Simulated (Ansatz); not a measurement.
**Be2I: what a guessed cell relaxes into**

Aim: relax a trial structure of Be2I and see where it ends.

Method: DFT PBE, scalar-relativistic, plane waves, PAW, in Ansatz 0.2.0.

### 1 Starting point

The structure is tetragonal, space group P-4m2 (No. 115). Conventional cell: a = 3.960 Å, b = 3.960 Å, c = 5.600 Å, α = 90.00°, β = 90.00°, γ = 90.00°. Be (site symmetry 2mm) is surrounded by 2 I at 2.43 Å. I (site symmetry -4m2) has 4 Be at 2.43 Å as nearest neighbours.

As a file:

```cif
data_structure
_symmetry_space_group_name_H-M 'P-4m2'
_symmetry_Int_Tables_number 115
_cell_length_a 3.9600
_cell_length_b 3.9600
_cell_length_c 5.6003
_cell_angle_alpha 90.000
_cell_angle_beta 90.000
_cell_angle_gamma 90.000
_cell_volume 87.82
loop_
_atom_site_label
_atom_site_type_symbol
_atom_site_symmetry_multiplicity
_atom_site_Wyckoff_symbol
_atom_site_fract_x
_atom_site_fract_y
_atom_site_fract_z
_atom_site_occupancy
Be1 Be 2 g 0.50000 0.00000 0.75000 1
I1 I 1 a 0.00000 0.00000 0.00000 1
```

A structure generator made this guess: ordered vacancies on the anion sites of zinc blende (P-4m2, No. 115). The dimensions are guesses.

### 2 Probe: one point on a coarse mesh

Input file input.yaml:

```yaml
crystal:
  lattice:
    - [3.96000842, 0.0, 0.0]
    - [0.0, 3.96000842, 0.0]
    - [0.0, 0.0, 5.60029761]
  atoms:
    - { symbol: Be, position: [0.5, 0.0, 0.75] }
    - { symbol: Be, position: [0.0, 0.5, 0.25] }
    - { symbol: I, position: [0.0, 0.0, 0.0] }
basis:
  ecutwfc: 420
kpoints:
  mp_grid: { grid: [4, 4, 4] }
hamiltonian:
  xc: pbe
scf:
  occupations: { method: gaussian, width: 0.1 }
  lower_state_search: "off"
output:
  forces: true
  stress: true
  eigenvalues: true
```

On the command line:

```bash
$ ansatz run input.yaml --threads 1 --pin off --max-ram 2048MiB --backend cpu --events-out ev --progress --plain --runs-dir out
```

Further runs follow: a loose first relaxation; another rough relaxation; full relaxation.

**Question.** What will these runs give? Wanted: conventional cell; volume; energy over the elements; gap on the mesh.

As calculated:

```
                              quantity                                                                      value
symmetry at the end (tolerance 0.05 Å)                                                space group P-4m2 (No. 115)
                     conventional cell  a = 3.418 Å, b = 3.418 Å, c = 4.756 Å, α = 90.00°, β = 90.00°, γ = 90.00°
                                volume                                                              18.52 Å³/atom
              energy over the elements                                                              +0.84 eV/atom
                       gap on the mesh                                                               none (metal)
```

**Reading.** The space group P-4m2 (No. 115) is kept, and the volume per atom shrinks by 36.7 % from the first guess. The formation energy is positive, so the separate elements lie lower. No finished test with a distortion of lower symmetry is shown, so the end may be a saddle point. Spin-orbit coupling is left out for I. Spin polarisation is off in the runs that give these values; a magnetic solution could lie lower.
